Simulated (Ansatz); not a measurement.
**F2HOY: taking an electron away**

One table from this session's results is given with a row withheld; the runs are named, their logs left out.

The runs use Ansatz 0.2.0, Gaussian basis; unrestricted cation, the program's frozen cores in correlated methods.

Levels to be run: UKS PBE-D4/def2-TZVPP; UKS r2SCAN-D4/def2-TZVPP; UKS PBE0-D4/def2-TZVPP; UKS B3LYP-D4/def2-TZVPP; UKS wB97X-V/def2-TZVPP; UKS wB97M-V/def2-TZVPP; UKS B2PLYP/def2-TZVPP; UHF-CCSD(T)/def2-TZVPP; UHF-CCSD(T)/def2-QZVPP; extrapolation to the limit; then −ε(HOMO) from the neutral's earlier runs with LDA (SPW92), PBE-D4, revPBE-D4, BLYP-D4, r2SCAN-D4, B97M-V, PBE0-D4, B3LYP-D4, r2SCANh-D4, r2SCAN0-D4, HSE06-D4, BHLYP-D4, CAM-B3LYP-D4, LC-ωPBE, ωB97X-V, ωB97M-V.

### Structure used throughout

An earlier PBE0-D4 in a triple-zeta def2 set relaxation fixed the geometry. Y takes the def2 core potential; no spin-orbit term is included.

SMILES `[OH][Y]([F])[F]`, 5 atoms, charge 0, spin multiplicity 1.

Atoms are counted from 1 here; the program's logs count them from 0.

Bond lengths: O1–Y2 2.010 Å, O1–H5 0.952 Å, Y2–F3 2.006 Å, Y2–F4 2.006 Å. Angles: Y2–O1–H5 180.0°, O1–Y2–F3 120.4°, O1–Y2–F4 120.5°, F3–Y2–F4 119.1°.

As a file:

```xyz
5
charge 0, multiplicity 1
O    -0.4605    1.2424   -0.5171
Y     0.1901   -0.5136    0.2141
F     1.6408   -0.5628    1.5990
F    -0.6016   -2.2400   -0.4316
H    -0.7688    2.0740   -0.8643
```

The first run:

The input, in.yaml:

```yaml
crystal:
  periodic: [false, false, false]
  atoms:
    - {symbol: O, position_ang: [-0.460547, 1.242381, -0.517136]}
    - {symbol: Y, position_ang: [0.190125, -0.513557, 0.214115]}
    - {symbol: F, position_ang: [1.640821, -0.562807, 1.598950]}
    - {symbol: F, position_ang: [-0.601580, -2.240008, -0.431634]}
    - {symbol: H, position_ang: [-0.768819, 2.074001, -0.864285]}
basis:
  gaussian: {orbitals: def2-TZVPP}
total_charge: 1
magnetization: {spin_polarized: true, initial_magnetization: 1}
hamiltonian: {xc: pbe, dispersion: d4}
```

On the command line:

```sh
> ansatz run in.yaml --threads 2 --pin off --events-out ev --progress --plain --max-ram 32768MiB --backend cpu
```

Among the steps run: Cation, UKS PBE-D4/def2-TZVPP; Cation, UKS r2SCAN-D4/def2-TZVPP; Cation, UKS PBE0-D4/def2-TZVPP; Cation, UKS B3LYP-D4/def2-TZVPP; Cation, UKS wB97X-V/def2-TZVPP; Cation, UKS wB97M-V/def2-TZVPP; Cation, UKS B2PLYP (frozen core)/def2-TZVPP; Cation, UHF-CCSD(T)/def2-TZVPP; Cation, UHF-CCSD(T)/def2-QZVPP.

One table of the session follows, with a row left open; its other results are not shown here.

For comparison, −ε(HOMO) of the neutral from earlier runs:

| functional | −ε(HOMO) (eV) |
| --- | --- |
| LDA (SPW92) | 7.39 |
| PBE-D4 | 7.13 |
| revPBE-D4 | 7.04 |
| BLYP-D4 | ? |
| r2SCAN-D4 | 7.48 |
| B97M-V | 7.52 |
| PBE0-D4 | 8.83 |
| B3LYP-D4 | 8.58 |
| r2SCANh-D4 | 8.12 |
| r2SCAN0-D4 | 9.09 |
| HSE06-D4 | 8.42 |
| BHLYP-D4 | 10.49 |
| CAM-B3LYP-D4 | 10.38 |
| LC-ωPBE | 11.73 |
| ωB97X-V | 11.38 |
| ωB97M-V | 11.34 |

**Question.** Estimate the row for BLYP-D4.

Worked estimate for «−ε(HOMO) (eV)». Against the share of exact exchange, B3LYP-D4 (0.2, 8.58), BHLYP-D4 (0.5, 10.49) give a slope of 6.37 per unit share; at 0 the line stands at 7.31.

The run gave: −ε(HOMO) (eV): 7.06. In «−ε(HOMO) (eV)» the line misses by +0.25.

Caveats from the session: The cation may have settled in a state other than its lowest; no search over hole states beyond the program's own was made.
